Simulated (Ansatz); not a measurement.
The system is CsLiCr2Te2S3.

```
Cs Li Cr Te S
1.0
     7.05684    0.00000    0.00000
     0.00000    3.98060    0.00000
    -2.67333    0.00000    8.68168
Cs Li Cr Te S
1 1 2 2 3
Direct
  0.07739 0.00000 0.37706
  0.86424 0.50000 0.78883
  0.12646 0.00000 0.94616
  0.59290 0.50000 0.97165
  0.50838 0.00000 0.15270
  0.55612 0.00000 0.74893
  0.87426 0.00000 0.68502
  0.25176 0.50000 0.84402
  0.96294 0.50000 0.05357
```

The cell was built by a generator and needn't be a form met in nature.

Base run:

| Item | Value |
| --- | --- |
| Program | Ansatz 0.2.0 |
| Functional | PBE |
| Potentials or basis | Ansatz PAW |
| Cutoff | 420 eV (not typed: the program's choice for these potentials) |
| k mesh | 4 × 7 × 3 |
| Occupations | fermi-dirac, width 0.05 eV |
| Spin | collinear spin, ferromagnetic start |
| Starting moments | [0.0, 0.0, 3.0, 3.0, 0.0, 0.0, 0.0, 0.0, 0.0] μB |
| Hubbard terms | Cr d U = 4 eV |

Its results: band gap on the k mesh 0.22 eV, indirect (least direct gap 0.51 eV); pressure 2.3 GPa; net moment 6.00 μB per cell; site moments Cs -0.01; Li -0.00; Cr +3.32, +3.17; Te -0.32, -0.11; S -0.08, -0.28, -0.16 μB; largest force 0.501 eV/Å.

The run is repeated on the same cell with these changes: hubbard terms from Cr d U = 4 eV to none; hubbard projectors from ortho-atomic (the default) to none. What comes out?

Band gap on the k mesh 0.48 eV, indirect (least direct gap 0.77 eV); pressure 0.0 GPa; net moment 6.00 μB per cell; site moments Cs +0.00; Li +0.00; Cr +2.89, +2.69; Te -0.13, -0.04; S -0.03, -0.10, -0.05 μB; largest force 0.009 eV/Å.

Caveats: spin-orbit coupling is left out, which moves the levels of the heavy elements; only a ferromagnetic start was run, and an antiferromagnetic order may lie lower in energy; the magnetic or orbital state may not be the lowest (some runs); odd divisions of the mesh miss points on the zone boundary, where band edges often lie, so the gap on the mesh can be too wide (some runs).
